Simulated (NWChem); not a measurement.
**A workflow on the pair NaCl···H2O2**

We compute a single-point energy (singlet NaH2ClO2, MP2/def2-TZVP), then a single-point energy (singlet NaCl, MP2/def2-TZVP), then the energy (singlet H2O2, MP2/def2-TZVP), then a single-point energy (singlet NaCl, MP2/def2-TZVP), then the energy (singlet H2O2, MP2/def2-TZVP) of ClH2NaO2 and its partners. 

The calculation is run with NWChem 7.3.0.

## 1. The molecule

NaH2ClO2 has 6 atoms, charge 0, and is taken as a singlet. The two molecules were placed rigidly side by side, at 1.3 times their contact distance; the pair isn't optimised.

Bond lengths: Na1–Cl2 2.358 Å, O3–O4 1.426 Å, O3–H5 0.965 Å, O4–H6 0.965 Å. Angles: O3–O4–H6 101.1°, O4–O3–H5 101.1°.

## 2. A single-point energy at MP2/def2-TZVP (run 1)

clh2nao2.nw reads:

```
start clh2nao2
title "ClH2NaO2"
memory stack 880 mb heap 220 mb global 1100 mb

geometry units atomic noautosym nocenter noautoz
 Na  -1.89794643   0.63145198  -0.98076786
 Cl   1.89794643  -0.63145198   0.98076786
 O   -7.76977904   1.93963379 -11.08957430
 O   -7.17935301   2.32833156  -8.49006705
 H   -7.67077629   3.64401558 -11.73030484
 H   -8.76672295   1.89870232  -7.70205125
end

basis spherical bse
 Na library def2-TZVP
 Cl library def2-TZVP
 O library def2-TZVP
 H library def2-TZVP
end

scf
 thresh 1e-08
 maxiter 80
 print low
end

mp2
 freeze core 8
 tight
end

task mp2 energy
```

On the command line:

```console
$ nwchem clh2nao2.nw > clh2nao2.out
```

Output:

```text
[...]
  functions       =   143
[...]
  wavefunction    = RHF
[...]
         Total SCF energy =   -772.283718342248
      One-electron energy =  -1311.127288872086
      Two-electron energy =    419.637330985507
 Nuclear repulsion energy =    119.206239544332
        Time for solution =     24.7s
[...]
          Total MP2 energy          -773.129787007585
[...]
```

Wall time 32 s (1 thread of Intel Xeon Platinum 8488C (Sapphire Rapids), shared host); peak memory 0.75 GiB.

## 3. NaCl: a single-point energy at MP2/def2-TZVP (run 2)

sp.nw reads:

```
start sp
memory stack 880 mb heap 220 mb global 1100 mb

geometry units angstrom noautosym nocenter noautoz
Na      -1.004350       0.334150      -0.519000
Cl       1.004350      -0.334150       0.519000
end

basis spherical bse
Na library def2-TZVP
Cl library def2-TZVP
end

scf
thresh 1e-08
maxiter 80
print low
end

mp2
freeze core 6
tight
end

task mp2 energy
```

On the command line:

```console
$ nwchem sp.nw > sp.out
```

Output:

```text
[...]
  functions       =    69
[...]
  wavefunction    = RHF
[...]
         Total SCF energy =   -621.439589619607
      One-electron energy =   -949.267746516545
      Two-electron energy =    285.857419591550
 Nuclear repulsion energy =     41.970737305388
        Time for solution =      5.4s
[...]
          Total MP2 energy          -621.799597754447
[...]
```

Run time: 7.2 s. Hardware: 1 thread of Intel Xeon Platinum 8488C (Sapphire Rapids), shared host; peak memory 0.13 GiB.

## 4. H2O2: a single-point energy at MP2/def2-TZVP (run 3)

struct.nw reads:

```
start struct
title "H2O2"
memory 2200 mb
charge 0

geometry units au noautosym nocenter noautoz
 O   -7.76977904   1.93963379 -11.08957430
 O   -7.17935301   2.32833156  -8.49006705
 H   -7.67077629   3.64401558 -11.73030484
 H   -8.76672295   1.89870232  -7.70205125
end

basis spherical bse
 * library def2-TZVP
end

scf
 thresh 1e-08
 maxiter 80
 noprint "final vectors analysis"
end

mp2
 freeze core 2
 tight
end

task mp2 energy
```

On the command line:

```console
$ nwchem struct.nw > struct.out
```

Output:

```text
[...]
  functions       =    74
[...]
  wavefunction    = RHF
[...]
         Total SCF energy =   -150.842589226792
      One-electron energy =   -282.272028523337
      Two-electron energy =     94.146240061461
 Nuclear repulsion energy =     37.283199235083
        Time for solution =      5.6s
[...]
          Total MP2 energy          -151.328650782590
[...]
```

Wall time 7.2 s (1 thread of Intel Xeon Platinum 8488C (Sapphire Rapids), shared host); peak memory 0.14 GiB.

## 5. NaCl among ghost functions: a single-point energy at MP2/def2-TZVP (with ghost functions) (run 4)

struct.nw reads:

```
start struct
title "ClNa"
memory 2200 mb
charge 0

geometry noautosym nocenter noautoz
   Na    -1.004350     0.334150    -0.519000
   Cl     1.004350    -0.334150     0.519000
   bqO     -4.111590     1.026410    -5.868350
   bqO     -3.799150     1.232100    -4.492750
   bqH     -4.059200     1.928330    -6.207410
   bqH     -4.639150     1.004750    -4.075750
end

basis spherical bse
   Na library def2-TZVP
   Cl library def2-TZVP
   bqO library O def2-TZVP
   bqH library H def2-TZVP
end

scf
   thresh 1e-08
   maxiter 80
   print low
end

mp2
   freeze core 6
   tight
end

task mp2 energy
```

On the command line:

```console
$ nwchem struct.nw > struct.out
```

Output:

```text
[...]
  functions       =   143
[...]
  wavefunction    = RHF
[...]
         Total SCF energy =   -621.439600684704
      One-electron energy =   -949.267262337505
      Two-electron energy =    285.856924347412
 Nuclear repulsion energy =     41.970737305388
        Time for solution =     18.3s
[...]
          Total MP2 energy          -621.799638274785
[...]
```

Wall time 24 s (1 thread of Intel Xeon Platinum 8488C (Sapphire Rapids), shared host); peak memory 0.47 GiB.

## 6. H2O2 among ghost functions: the energy at MP2/def2-TZVP (with ghost functions) (run 5)

input.nw reads:

```
echo
START input
TITLE "H2O2 energy"
memory stack 880 mb heap 220 mb global 1100 mb
charge 0

GEOMETRY noautosym nocenter noautoz
  O    -4.111590    1.026410   -5.868350
  O    -3.799150    1.232100   -4.492750
  H    -4.059200    1.928330   -6.207410
  H    -4.639150    1.004750   -4.075750
  bqNa    -1.004350     0.334150    -0.519000
  bqCl     1.004350    -0.334150     0.519000
END

BASIS "ao basis" spherical bse
  O library def2-TZVP
  H library def2-TZVP
  bqNa library Na def2-TZVP
  bqCl library Cl def2-TZVP
END

SCF
  thresh 1e-08
  maxiter 80
  print low
END

MP2
  freeze core 2
  tight
END

TASK mp2 energy
```

On the command line:

```console
$ nwchem input.nw > input.out
```

Output:

```text
[...]
  functions       =   143
[...]
  wavefunction    = RHF
[...]
         Total SCF energy =   -150.842654846777
      One-electron energy =   -282.268753582570
      Two-electron energy =     94.142896870263
 Nuclear repulsion energy =     37.283201865531
        Time for solution =     20.8s
[...]
          Total MP2 energy          -151.328789999538
[...]
```

Run time: 27 s. Hardware: 1 thread of Intel Xeon Platinum 8488C (Sapphire Rapids), shared host; peak memory 0.44 GiB.

## 7. Summary of results

| quantity | value |
| --- | --- |
| run 1, MP2/def2-TZVP: total energy | -773.12979 Eh |
| run 1, MP2/def2-TZVP: correlation energy (8 core orbitals frozen) | -846.1 mEh |
| NaCl: total energy | -621.79960 Eh |
| NaCl: correlation energy (6 core orbitals frozen) | -360.0 mEh |
| H2O2: total energy | -151.32865 Eh |
| H2O2: correlation energy (2 core orbitals frozen) | -486.1 mEh |
| NaCl among ghost functions: total energy | -621.79964 Eh |
| NaCl among ghost functions: correlation energy (6 core orbitals frozen) | -360.0 mEh |
| H2O2 among ghost functions: total energy | -151.32879 Eh |
| H2O2 among ghost functions: correlation energy (2 core orbitals frozen) | -486.1 mEh |
| interaction energy of the rigid parts NaCl and H2O2 (parts in their own basis; closest atoms 4.94 Å apart) | -0.042 eV |
| interaction energy of the rigid parts NaCl and H2O2 (parts in the whole basis, counterpoise; closest atoms 4.94 Å apart) | -0.037 eV |

The interaction energy of the rigid parts NaCl and H2O2 (parts in their own basis; closest atoms 4.94 Å apart) is −0.04 eV (−1.0 kcal/mol): the parts attract. Without counterpoise this holds the superposition error of the basis. The interaction energy of the rigid parts NaCl and H2O2 (parts in the whole basis, counterpoise; closest atoms 4.94 Å apart) is −0.04 eV (−3.6 kJ/mol): the parts attract. The basis-set superposition error is 0.5 kJ/mol. Mulliken charges (H2O2) run from -0.35 on O1 to +0.35 on H3; they depend strongly on the basis.
